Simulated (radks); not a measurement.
# Nb inside a hard spherical wall

One table from this session's results is given with a row withheld; the runs are named, their logs left out.

Program: radks (a radial shooting solver on a logarithmic mesh, Libxc functionals) version 1. Level of theory: scalar-relativistic Kohn-Sham, LDA (Slater exchange, VWN5 correlation), spin-polarised, spherical densities, finite nucleus; open shells are filled with parallel spins first. These are calculated values, not measurements, unless marked.

### Starting point

```
element            : niobium (Z = 41)
charge             : 0
electrons          : 41
configuration      : [Kr] 4d4 5s1
nuclear rms radius : 4.324 fm
```

The outer shells:

Nb
```
[Kr] core
4d [↑ ][↑ ][↑ ][↑ ][  ]
5s [↑ ]
```

The first run:

Settings of this run:

```text
Z 41
configuration [Kr] 4d4 5s1 5p0 6s0 4f0
relativity scalar-relativistic
functional lda,vwn5
spin polarised
nucleus finite rms 4.324 fm
c 137.035999084
```

Among the steps run: The free atom; Wall at 20 bohr; Wall at 15 bohr; Wall at 10 bohr; Wall at 7 bohr; Wall at 6 bohr; Wall at 4 bohr; Wall at 2 bohr; Wall at 1.5 bohr.

One table of the session follows, with a row left open; its other results are not shown here.

```
R (bohr)  E − E(free) (eV)  ε(4d) (eV)  ε(5p, empty) (eV)  ε(6s, empty) (eV)  ε(4f, empty) (eV)
    free             0.000      -3.814             -1.466             -0.034                  -
      20             0.000      -3.814             -1.466              0.100              1.452
      15             0.000      -3.813             -1.461              0.392              2.295
      10             0.018      -3.766             -1.303              2.118              4.447
       7                 ?           ?                  ?                  ?                  ?
       6             1.440      -2.398              1.543             14.233             11.624
       4            14.785       3.404             14.923             53.594             26.211
       2            385.00      65.779             180.86             409.58             110.68
     1.5            1281.3      165.65             434.33             895.70             208.74
```

Q: Estimate the row for R (bohr) = 7 from the others.

Worked estimate for «E − E(free) (eV)». A straight line through the neighbours (10, 0.018) and (6, 1.440) gives 0.018 + (1.440 − 0.018) × (7 − 10) / (6 − 10) = 1.085; a parabola fitted to 4 rows on both sides gives 2.615.

As computed: E − E(free) (eV): 0.480; ε(4d) (eV): -3.180; ε(5p, empty) (eV): -0.051; ε(6s, empty) (eV): 8.253; ε(4f, empty) (eV): 8.584. In «E − E(free) (eV)» the line misses by +0.605 and the parabola by +2.135. Between these rows the values bend or scatter more than so simple an estimate can follow.

In words: Eigenvalues are for spin up. From R = 4 bohr inwards the highest occupied level lies above zero, pushed up by confinement. Shells are not refilled when levels cross, and a hard wall is a model, not a crystal.
